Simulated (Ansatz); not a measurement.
# Sb: stress in a strained cell

Aim: deform Sb (equal xx and yy strain of +2 %) and compute stress, forces and field gradients with LAPW, PAW and all-electron datasets made for the crystal.

Program: Ansatz 0.2.0. Level of theory: DFT PBEsol, scalar-relativistic. These are calculated values, not measurements.

### Step 1. The system as given

Symmetry: P6_3/mmc, No. 194, hexagonal system. The conventional cell has a = 3.369 Å, b = 3.369 Å, c = 5.330 Å, α = 90.00°, β = 90.00°, γ = 120.00°. Around Sb (site symmetry -6m2) lie 12 Sb at 3.30 to 3.37 Å.

Structure file:

```
Sb
1.0
     3.36900    0.00000    0.00000
    -1.68450    2.91764    0.00000
     0.00000    0.00000    5.33000
Sb
2
Direct
  0.33333 0.66667 0.25000
  0.66667 0.33333 0.75000
```

Atoms are numbered in the order of the input: Sb1, Sb2.

### Step 2. The deformed structure

Space group P6_3/mmc before, P6_3/mmc after.

### Step 3. LAPW, all electrons

input.yaml reads:

```yaml
crystal:
  lattice:
    - [3.4363801831, 0.0, 0.0]
    - [-1.7181900916, 2.9759925356, 0.0]
    - [0.0, 0.0, 5.33]
  atoms:
    - { symbol: Sb, position: [0.3333333333, 0.6666666667, 0.25] }
    - { symbol: Sb, position: [0.6666666667, 0.3333333333, 0.75] }
kpoints:
  mp_grid: { grid: [12, 12, 7] }
  band_path:
    path:
      - [0.0, 0.0, 0.0]
      - [0.5, 0.0, 0.0]
      - [0.3333333333, 0.3333333333, 0.0]
      - [0.0, 0.0, 0.0]
      - [0.0, 0.0, 0.5]
      - [0.5, 0.0, 0.5]
      - [0.3333333333, 0.3333333333, 0.5]
      - [0.0, 0.0, 0.5]
      - [0.5, 0.0, 0.5]
    npoints: 5
scf:
  occupations: { method: fermi_dirac, width: 0.05 }
hamiltonian:
  xc: pbesol
  pseudopotentials: { kind: all_electron, lapw: { basis_error: 0.0005 } }
output:
  forces: true
  stress: true
  eigenvalues: true
```

On the command line:

```sh
$ ansatz run input.yaml --threads 1 --pin off --max-ram 3072MiB --backend cpu --events-out ev --progress --plain --runs-dir out
```

### Step 4. PAW with frozen cores

input.yaml reads:

```yaml
crystal:
  lattice:
    - [3.4363801831, 0.0, 0.0]
    - [-1.7181900916, 2.9759925356, 0.0]
    - [0.0, 0.0, 5.33]
  atoms:
    - { symbol: Sb, position: [0.3333333333, 0.6666666667, 0.25] }
    - { symbol: Sb, position: [0.6666666667, 0.3333333333, 0.75] }
kpoints:
  mp_grid: { grid: [12, 12, 7] }
scf:
  occupations: { method: fermi_dirac, width: 0.05 }
hamiltonian:
  xc: pbesol
  pseudopotentials: { kind: paw }
output:
  forces: true
  stress: true
  eigenvalues: true
  efg: { contact_densities: true }
```

### Step 5. All-electron PAW on datasets made for the crystal

Edit input.yaml of step 4 so:

```diff
@@ -14,3 +14,3 @@
   xc: pbesol
-  pseudopotentials: { kind: paw }
+  pseudopotentials: { kind: all_electron, datasets: crystal }
 output:
```

(Steps that only read results are left out.)

Q: Predict the outcome of this session. Wanted: pressure; largest shear or deviatoric stress.

**Answer**, as computed:

| quantity | value |
| --- | --- |
| pressure | LAPW -2.63, PAW -2.64, crystal datasets -2.63 GPa |
| largest shear or deviatoric stress (LAPW) | 0.26 GPa |

The largest part of the stress beyond the pressure is 0.26 GPa in size, in the zz component; the atoms are carried along and not relaxed. No run of the undeformed cell stands beside it, so the pressure holds what the given cell had before the change. PAW: stress within 0.01 GPa of LAPW. Crystal datasets: stress within 0.01 GPa of LAPW. Spin-orbit coupling is left out, though the cell holds Sb; in elements this heavy it can shift bands and gaps by tenths of an eV.
